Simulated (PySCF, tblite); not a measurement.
# C₄H₈ClGe radical: geometry, infrared bands and EPR parameters

Wanted: the infrared bands and EPR parameters of C₄H₈ClGe radical (`ClC[C@H]1[CH][CH2][GeH2]1`), by calculation.

Programs: tblite 0.8.0 and PySCF 2.14.0, with density-fitted response routines of our own. Each step states its level of theory. These are calculated values for one molecule in the gas phase, unless marked as measured. Atoms count from 0, in the outputs and in this text.

### Step 1. The starting structure

14 atoms, charge 0, multiplicity 2; geometry from: force field or distance geometry start.

Bonds of the start (Å): Cl0–C1 1.80, C1–C2 1.48, C2–C3 1.51, C3–C4 1.50, C4–Ge5 1.94, Ge5–C2 1.93, C1–H6 1.10, C1–H7 1.11, C2–H8 1.11, C3–H9 1.10, C4–H10 1.10, C4–H11 1.12, Ge5–H12 1.56, Ge5–H13 1.53.

### Step 2. Optimising the geometry with GFN2-xTB

What the job is given:

```
{"job": {"kind": "relax", "xc": "GFN2-xTB", "basis": "xTB"}, "charge": 0, "multiplicity": 2}
Cl     1.541800     0.221700     1.926100
C      1.826300     0.015200     0.164700
C      0.538900    -0.017100    -0.561700
C     -0.316200    -1.156400    -0.065000
C     -1.670600    -0.535100     0.118200
Ge    -0.812400     1.201000     0.081800
H      2.397000    -0.915100     0.056500
H      2.472100     0.848300    -0.197100
H      0.672500    -0.072700    -1.658000
H     -0.242000    -2.043300    -0.708900
H     -2.114400    -0.800000     1.092200
H     -2.330800    -0.715900    -0.767100
H     -0.560200     1.837200     1.481900
H     -1.402700     2.131800    -0.985800
```

Run with:

```
OMP_NUM_THREADS=1 python probes_run.py task.json out
```

This one command runs all jobs of the session in turn.

What it wrote:

```text
step      E/eV     max force
  0    -516.41667    2.201
  1    -516.59912    1.282
  2    -516.72101    0.715
  3    -516.77754    0.694
  4    -516.82844    0.641
  5    -516.86072    0.445
  6    -516.89244    0.510
  7    -516.92475    0.449
  8    -516.94751    0.426
  9    -516.95775    0.248
 10    -516.96271    0.208
 11    -516.96737    0.204
 12    -516.97300    0.270
 13    -516.97786    0.185
 14    -516.98073    0.133
 15    -516.98272    0.135
 16    -516.98538    0.203
 17    -516.98892    0.215
 18    -516.99271    0.161
 19    -516.99587    0.143
 20    -516.99877    0.152
 21    -517.00223    0.208
 22    -517.00609    0.202
 23    -517.00959    0.160
 24    -517.01199    0.183
 25    -517.01326    0.101
 26    -517.01434    0.101
 27    -517.01500    0.056
 28    -517.01548    0.037
 29    -517.01565    0.037
 30    -517.01591    0.036
 31    -517.01610    0.033
 32    -517.01636    0.037
 33    -517.01659    0.037
 34    -517.01679    0.033
 35    -517.01697    0.032
 36    -517.01716    0.049
 37    -517.01740    0.053
 38    -517.01768    0.055
 39    -517.01792    0.044
 40    -517.01807    0.028
 41    -517.01818    0.027
 42    -517.01830    0.031
 43    -517.01844    0.037
 44    -517.01859    0.030
 45    -517.01873    0.033
 46    -517.01889    0.032
 47    -517.01910    0.046
 48    -517.01944    0.059
 49    -517.01986    0.054
 50    -517.02027    0.059
 51    -517.02062    0.044
 52    -517.02095    0.050
 53    -517.02133    0.057
 54    -517.02171    0.055
 55    -517.02200    0.039
 56    -517.02221    0.035
 57    -517.02245    0.039
 58    -517.02287    0.066
 59    -517.02357    0.098
 60    -517.02454    0.101
 61    -517.02569    0.082
 62    -517.02690    0.087
 63    -517.02812    0.086
 64    -517.02945    0.104
 65    -517.03020    0.123
 66    -517.03100    0.150
 67    -517.03185    0.111
 68    -517.03224    0.073
 69    -517.03335    0.077
 70    -517.03454    0.106
 71    -517.03571    0.091
 72    -517.03646    0.069
 73    -517.03706    0.081
 74    -517.03792    0.106
 75    -517.03934    0.090
 76    -517.04106    0.084
 77    -517.04172    0.078
 78    -517.04268    0.113
 79    -517.04350    0.135
 80    -517.04488    0.074
 81    -517.04620    0.067
 82    -517.04669    0.070
 83    -517.04795    0.097
 84    -517.04955    0.113
 85    -517.05221    0.159
 86    -517.05455    0.156
 87    -517.05575    0.104
 88    -517.05582    0.162
 89    -517.05664    0.065
 90    -517.05698    0.064
 91    -517.05750    0.060
 92    -517.05792    0.026
 93    -517.05806    0.015
 94    -517.05810    0.011
 95    -517.05812    0.011
 96    -517.05813    0.009
```

Run time: 0.5 s. Hardware: 1 thread of Arm Neoverse V2, shared host.

Along the way: (not every step is listed)

```
step  energy from step 0 (eV)  largest force (eV/Å)
   0                   0.0000                2.2012
   1                  -0.1825                1.2823
   2                  -0.3043                0.7147
   3                  -0.3609                0.6941
   4                  -0.4118                0.6409
   5                  -0.4441                0.4446
   6                  -0.4758                0.5101
   7                  -0.5081                0.4489
   8                  -0.5308                0.4258
  16                  -0.5687                0.2030
  24                  -0.5953                0.1835
  32                  -0.5997                0.0367
  40                  -0.6014                0.0283
  48                  -0.6028                0.0588
  56                  -0.6055                0.0355
  64                  -0.6128                0.1041
  72                  -0.6198                0.0693
  80                  -0.6282                0.0744
  88                  -0.6392                0.1617
  91                  -0.6408                0.0598
  92                  -0.6413                0.0257
  93                  -0.6414                0.0149
  94                  -0.6414                0.0112
  95                  -0.6415                0.0106
  96                  -0.6415                0.0095
```

Close pairs (by a distance rule), those that changed most:

```
   bond  before (Å)  after (Å)  change (Å)
 C2–Ge5       1.930      2.025      +0.096
 C4–Ge5       1.937      2.006      +0.069
  C1–C2       1.479      1.524      +0.045
Ge5–H12       1.558      1.522      -0.036
 C4–H11       1.119      1.091      -0.028
 Cl0–C1       1.796      1.770      -0.026
  C1–H7       1.114      1.090      -0.024
  C3–H9       1.099      1.076      -0.023
```

The end geometry stands in the next job.

### Step 3. Harmonic vibrations with GFN2-xTB

What the job is given:

```
{"job": {"kind": "ir", "xc": "GFN2-xTB", "basis": "xTB"}, "charge": 0, "multiplicity": 2}
Cl     1.211997     0.055908     1.961009
C      1.778921    -0.097523     0.291293
C      0.599288     0.048152    -0.661986
C     -0.407613    -1.043637    -0.583351
C     -1.530313    -0.592756     0.273061
Ge    -0.859988     1.279680     0.013595
H      2.259383    -1.072856     0.198850
H      2.512031     0.694263     0.134150
H      1.019264     0.167544    -1.667317
H     -0.420920    -1.911651    -1.218402
H     -1.442325    -0.921292     1.313218
H     -2.518629    -0.894897    -0.078014
H     -0.659753     2.288772     1.135148
H     -1.542022     1.999818    -1.133419
```

What it wrote:

```text
mode    cm-1     km/mol
  1      86.3      2.54
  2     121.6      2.37
  3     147.5      4.54
  4     225.3     10.34
  5     299.8     13.73
  6     372.3     17.42
  7     426.8     19.67
  8     436.6     23.89
  9     496.0     12.07
 10     503.4     48.10
 11     581.7     99.87
 12     670.3      6.21
 13     693.3     28.24
 14     747.4     68.90
 15     809.1    214.48
 16     884.2      0.63
 17     942.9      3.48
 18     983.7      3.73
 19    1034.0      4.48
 20    1062.4      7.69
 21    1081.4      0.51
 22    1134.5      2.53
 23    1161.1      1.64
 24    1210.3      7.69
 25    1264.9      9.49
 26    1275.2     16.22
 27    1421.0     13.84
 28    1435.3      1.64
 29    1783.1    349.51
 30    1913.1    643.07
 31    2876.3     34.58
 32    2881.5     47.69
 33    2941.9     36.96
 34    2961.2     13.75
 35    2967.3     16.11
 36    3099.0     61.57
```

Wall time 0.35 s (1 thread of Arm Neoverse V2, shared host).

The strongest bands and the atoms that carry them (share of the mass-weighted mode):

```
cm⁻¹  km/mol                                atoms
 503    48.1                   H12 49 %, H13 15 %
 582    99.9                    H13 42 %, C4 20 %
 747    68.9  H11 16 %, C2 15 %, C1 13 %, C4 11 %
 809   214.5                   H13 47 %, H12 39 %
1783   349.5                   H12 79 %, H13 20 %
1913   643.1                   H13 79 %, H12 19 %
2882    47.7                              H8 92 %
3099    61.6                              H9 92 %
```

### Step 4. EPR parameters: B3LYP/def2-TZVP-core+pcH-1

The job, as its differences from that of step 3:

```diff
@@ -1,2 +1,2 @@
-{"job": {"kind": "ir", "xc": "GFN2-xTB", "basis": "xTB"}, "charge": 0, "multiplicity": 2}
+{"job": {"kind": "epr", "basis": "pcH-1"}, "charge": 0, "multiplicity": 2}
 Cl     1.211997     0.055908     1.961009
```

Method: UKS B3LYP, def2-TZVP-core on Ge, pcH-1 on C Cl H, non-relativistic, mean-field spin-orbit, GIAO.

What it wrote:

```text
UKS, coarse grid
  cycle   1  E = -2694.32088866  |g| = 1.35e+00
  cycle   2  E = -2694.22868682  |g| = 9.60e-01
  cycle   3  E = -2694.37517966  |g| = 4.14e-01
  cycle   4  E = -2694.42466408  |g| = 7.01e-02
  cycle   5  E = -2694.42708397  |g| = 1.84e-02
  cycle   6  E = -2694.42722499  |g| = 4.87e-03
  cycle   7  E = -2694.42723560  |g| = 1.62e-03
  cycle   8  E = -2694.42723778  |g| = 8.20e-04
UKS, final grid
  cycle   1  E = -2694.42726794  |g| = 1.04e-03
  cycle   2  E = -2694.42726735  |g| = 1.55e-03
  cycle   3  E = -2694.42726845  |g| = 1.06e-04
  cycle   4  E = -2694.42726845  |g| = 4.99e-05
  cycle   5  E = -2694.42726845  |g| = 2.45e-05
E = -2694.42726845 Eh   <S^2> = 0.7543 (exact 0.7500)
g shifts (ppm)      1          2          3
  rmc          -146       -146       -146
  gc             10         29         26
  oz_so       -4862        792       1196
  total       -4998        675       1076
hyperfine (MHz)  atom isotope    a_iso     a_fc   dipolar eigenvalues
    0  35Cl      -0.25      -0.25     -0.88      0.29      0.59
    1   13C     102.31     102.32     -4.94     -4.72      9.66
    2   13C     -32.49     -32.52     -2.32     -0.33      2.65
    3   13C      91.53      91.66    -77.78    -77.51    155.29
    4   13C     -34.40     -34.43     -3.07      1.06      2.01
    5  73Ge     -37.07     -37.20     -1.84      0.31      1.53
    6    1H      -4.29      -4.29     -5.10     -2.05      7.15
    7    1H       5.58       5.58     -3.08     -2.13      5.20
    8    1H      54.85      54.84     -4.29     -3.80      8.09
    9    1H     -62.05     -62.04    -37.13     -0.12     37.24
   10    1H     157.32     157.33     -5.34     -3.70      9.04
   11    1H      61.30      61.29     -4.46     -3.15      7.61
   12    1H      34.23      34.23     -1.14     -1.01      2.15
   13    1H       0.17       0.18     -2.05     -1.65      3.70
```

Wall time 2.6 min (1 thread of Arm Neoverse V2, shared host); peak memory 1.3 GiB.

Principal g values 1.99732, 2.00299, 2.00340; g(iso) = 2.00124, against 2.00232 for a free electron.

Hyperfine couplings, nucleus by nucleus at this fixed geometry (no averaging over rotations):

```
nuclei  isotope  a(iso) (MHz)  a(iso) (G, at g = 2.0023)  largest dipolar term (MHz)
   H10       1H         157.3                       56.1                         9.0
    C1      13C         102.3                       36.5                         9.7
    C3      13C          91.5                       32.7                       155.3
    H9       1H         -62.0                      -22.1                        37.2
   H11       1H          61.3                       21.9                         7.6
    H8       1H          54.8                       19.6                         8.1
   Ge5     73Ge         -37.1                      -13.2                        -1.8
    C4      13C         -34.4                      -12.3                        -3.1
   H12       1H          34.2                       12.2                         2.1
    C2      13C         -32.5                      -11.6                         2.6
    H7       1H           5.6                        2.0                         5.2
    H6       1H          -4.3                       -1.5                         7.2
   Cl0     35Cl          -0.3                       -0.1                        -0.9
   H13       1H           0.2                        0.1                         3.7
```

Mulliken spin populations:

Cl0 0.00; C1 0.04; C2 -0.07; C3 0.98; C4 -0.09; Ge5 0.03; H6 0.00; H7 0.01; H8 0.03; H9 -0.04; H10 0.06; H11 0.03; H12 0.02; H13 0.00

In first order the couplings over 0.8 MHz of 1H give 128 distinct lines over 135.5 G.

The fields below are evaluated on a grid from the run's orbitals.

ELF in a plane through or near 5 of the atoms.

Ten even steps from '0' (0.00) to '9' (1.00):
```
0000000000000000000000000000
0000000000000000000000000000
0000000000000124310000000000
0000000000003899984100000000
0000000000004999996200000000
0000000000002999996200000000
0000000000000575443200000000
0000157731000222312310000000
0000389975200221215531000000
0000147832542213588731000000
0000026853542213612788730000
0000289999312668945999983000
0000399998114777866899972000
0000059972014776411378720000
0000000000012555200000000000
0000000000001232100000000000
0000000000000000000000000000
0000000000000000000000000000
0000000000000000000000000000
0000000000000000000000000000
```
The map spans 10.2 Å across and 10.2 Å up, centred on the molecule. Atoms in the plane (x, y in Å): C1 (-1.8, 0.0), C4 (1.5, -0.5), H6 (-2.3, -0.9), H11 (2.5, -0.9), H12 (0.7, 2.5).

log10 of the density (e/Å³) in the same plane.

Ten even steps from ' ' (-4.0) to '@' (0.6):
```
                                                        
                        ......::::....                  
                      ..::----------::::..              
                    ..::--==++++++++==--::..            
              ....::::--==****####**++==--::..          
          ..::::------==++**##%%%%##**++==--::..        
      ..::--==========++++####%%%%%%##**====::..        
    ..--==++**************####@@@@%%##**++==--::..      
    ..--==**##%%%%%%##****####%%@@%%####++++--::..      
  ..::--==**##%%@@@@%%##########%%%%%%##**++==--::..    
  ..::--==**##%%@@@@%%%%######%%%%@@@@%%%%##++==--..    
    ..--==**##@@@@%%######%%%%%%@@@@@@@@@@%%**==--::    
    ..::==++##%%####******%%%%%%%%%%%%%%%%##**==--..    
      ..::==++++++++==++**########********++==--::..    
        ..::----------==++++****++++====----::....      
            ........::--====++++====--::::::..          
                    ....::------::::..                  
                            ....                        
                                                        
                                                        
```
The map spans 10.2 Å across and 10.2 Å up, centred on the molecule. Atoms in the plane (x, y in Å): C1 (-1.8, 0.0), C4 (1.5, -0.5), H6 (-2.3, -0.9), H11 (2.5, -0.9), H12 (0.7, 2.5).

On the surface of density 0.002 e/bohr³ the electrostatic potential runs, from the 1st to the 99th percentile, from -0.70 V near Cl0 to 0.98 V near Ge5.

The spin density lies nearest to C3 62 %; H9 9 %; H10 6 %.

### Step 5. Outcome

| quantity | value |
| --- | --- |
| strongest single infrared mode (GFN2-xTB) | 1913 cm⁻¹, 643 km/mol |
| zero-point energy (GFN2-xTB) | 61.4 kcal/mol |
| g(iso) (B3LYP) | 2.00124 |
| ⟨S²⟩ | 0.754 (exact 0.75) |
| largest a(iso) | 1H on H10, 157.3 MHz |
| surface potential, 1st and 99th percentile | -0.70 V and 0.98 V |

**Reading.** Relaxing lowered the energy by 0.641 eV in 96 steps; the close pair that moved most is C2–Ge5, from 1.930 to 2.025 Å. No mode is imaginary among the 36: a minimum at this level. The strongest single mode, at 1913 cm⁻¹, moves mainly H13. Unscaled tight-binding wavenumbers are off by several per cent, some by more. Its intensities can rank the bands wrongly. C3 carries the largest spin population, 0.98 e. The isotropic g lies 1.1 ppt below the free-electron value. The hyperfine terms hold no scalar relativity, which the heavier nuclei need.
